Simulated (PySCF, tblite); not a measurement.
**C5H8FO radical: geometry, infrared bands and EPR parameters**

Wanted: the infrared bands and EPR parameters of C5H8FO radical (`CC[C@](C)(F)[C]=O`), by calculation.

Computed with tblite 0.8.0 and PySCF 2.14.0, with density-fitted response routines of our own, on a single molecule in the gas phase. Atoms are numbered from 0 throughout.

### Step 1. The starting structure

15 atoms, charge 0, multiplicity 2; geometry from: force field or distance geometry start.

Bonds of the start (Å): C0–C1 1.52, C1–C2 1.51, C2–C3 1.51, C2–F4 1.38, C2–C5 1.50, C5–O6 1.22, C0–H7 1.11, C0–H8 1.11, C0–H9 1.09, C1–H10 1.09, C1–H11 1.12, C3–H12 1.11, C3–H13 1.10, C3–H14 1.12.

### Step 2. Optimising the geometry with GFN2-xTB

Job settings and geometry (Å):

```
{"job": {"kind": "relax", "xc": "GFN2-xTB", "basis": "xTB"}, "charge": 0, "multiplicity": 2}
C      1.436400    -0.470600    -0.262400
C      0.283800     0.162300    -1.024400
C     -0.732600     0.538100     0.034300
C     -1.113300    -0.768000     0.695000
F     -1.831600     1.158800    -0.528200
C     -0.087200     1.406000     1.075200
O      0.167600     2.581400     0.853900
H      1.033800    -1.326500     0.311000
H      1.764500     0.293200     0.480600
H      2.291500    -0.752300    -0.879300
H      0.577400     1.003900    -1.654000
H     -0.155400    -0.641900    -1.666000
H     -0.971600    -1.597400    -0.025000
H     -2.181400    -0.672200     0.950500
H     -0.486300    -0.906900     1.617000
```

Command:

```console
> OMP_NUM_THREADS=1 python probes_run.py task.json out
```

The driver reads the jobs from task.json and runs them one after another.

**Question.** This job is followed by: GFN2-xTB harmonic vibrations, gas phase; UKS B3LYP, pcH-1 on C F H O, non-relativistic, mean-field spin-orbit, GIAO. Predict these results of the whole session: strongest single infrared mode (GFN2-xTB); zero-point energy (GFN2-xTB); g(iso) (B3LYP); ⟨S²⟩; largest a(iso) (averaged by class); surface potential, 1st and 99th percentile.

**Answer**, as computed:

| quantity | value |
| --- | --- |
| strongest single infrared mode (GFN2-xTB) | 1926 cm⁻¹, 244 km/mol |
| zero-point energy (GFN2-xTB) | 74.3 kcal/mol |
| g(iso) (B3LYP) | 2.00092 |
| ⟨S²⟩ | 0.753 (exact 0.75) |
| largest a(iso) (averaged by class) | 13C on C5, 309.1 MHz |
| surface potential, 1st and 99th percentile | -1.19 V and 1.06 V |

What this shows: The optimisation took 78 steps and gained 0.695 eV; among the close pairs (by a distance rule), C3–H14 changed most, from 1.124 to 1.085 Å. No mode is imaginary among the 39: a minimum at this level. The strongest single mode, at 1926 cm⁻¹, moves mainly C5 and O6. Unscaled tight-binding wavenumbers are off by several per cent, some by more. Its intensities can rank the bands wrongly. C5 carries the largest spin population, 0.61 e. The isotropic g lies 1.4 ppt below the free-electron value.
